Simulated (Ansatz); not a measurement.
This script drives Ansatz 0.2.0 through its Python package.

Script `defect.py`:
```python
import warnings

import ansatz
import numpy as np

warnings.simplefilter("ignore", ansatz.DeckWarning)

lattice = ansatz.Lattice.of(
    [4.14, 0.0, 0.0],
    [-2.07, 3.585345, 0.0],
    [0.0, 0.0, 6.88],
)
sites = [
    ("Mg", [0.0, 0.0, 0.0]),
    ("I", [1 / 3, 2 / 3, 0.25]),
    ("I", [2 / 3, 1 / 3, 0.75]),
]
cell = ansatz.Crystal(lattice=lattice)
for symbol, position in sites:
    cell = cell.atom(symbol, position)
host = cell.supercell(2, 2, 1)
defective = host.substitution("Na", at=[0.0, 0.0, 0.0], replaces="Mg")

def settled(structure):
    return (
        structure.calculation()
        .kpoints(3, 3, 2)
        .functional(ansatz.Functional.PBESOL)
        .occupations("gaussian", width=0.02)
        .band_table()
    )


perfect = settled(host).run(threads=1, pin="off").report
calc = (
    settled(defective)
    .relax(force_tolerance=0.02, max_steps=40)
)
outcome = calc.run(threads=1, pin="off")
summary = outcome.report

n_host, n_defect = len(perfect["lattice"]["sites"]), len(summary["lattice"]["sites"])
print(f"perfect cell: {n_host} atoms, F = {perfect['free_energy_ev']:.4f} eV")
print(f"defect cell:  {n_defect} atoms, F = {summary['free_energy_ev']:.4f} eV")
print(f"difference {summary['free_energy_ev'] - perfect['free_energy_ev']:.4f} eV (no chemical potentials)")

start = np.array([site.position for site in defective.resolved().sites])
step = np.array([site.position_frac for site in outcome.lattice.sites]) - start
moved = np.linalg.norm((step - np.round(step)) @ outcome.lattice.cell_ang, axis=1)
print("relaxation by atom (A):", " ".join(f"{site.symbol}:{d:.3f}" for site, d in zip(outcome.lattice.sites, moved)))

pull = np.linalg.norm(summary["forces_ev_ang"], axis=1)
for atom in np.argsort(-pull)[:5]:
    print(f"force on {outcome.lattice.sites[atom].symbol}{atom}: {pull[atom]:.3f} eV/A")
```

It is started by `python defect.py`. How long does it take on 1 thread of Arm Neoverse V2 (shared host), and how much memory does it need?

It took about 64 s, with a peak of 0.82 GiB, for 2 runs of the engine.

```console
$ python defect.py
perfect cell: 12 atoms, F = -67119.2320 eV
defect cell:  12 atoms, F = -66681.5328 eV
difference 437.6992 eV (no chemical potentials)
relaxation by atom (A): Na:0.000 I:0.123 I:0.123 Mg:0.000 I:0.123 I:0.037 Mg:0.000 I:0.037 I:0.123 Mg:0.000 I:0.123 I:0.123
force on I1: 0.016 eV/A
force on I11: 0.016 eV/A
force on I2: 0.016 eV/A
force on I10: 0.016 eV/A
force on I4: 0.016 eV/A
```

Caveats:
- Total energies depend on the potentials; only differences at equal settings carry meaning. A total without «per atom» is that of the whole cell that was run.
- The cell holds an odd number of electrons and is run without spin, so a magnetic state may lie lower.
- Extra carriers fill band states at a few k-points, so forces and energy hang on the mesh.
- The relaxation stopped at 0.016 eV/Å, so the energy gained is a lower bound and displacements are uncertain.
- Of the deposited cell: the entry's cell lengths or inner coordinates differ somewhat from later room-temperature determinations.
- The difference holds no chemical potentials.
- The starting cell is as deposited in a crystallographic database; the results hold for this polymorph, which needn't be the stable one.
- The supercell is small, so the defect meets its images and the energies aren't those of an isolated defect; a partly filled defect level may also lower its energy by spin or distortion. For a charged cell the difference holds no correction, alignment or term for the electrons' reservoir.
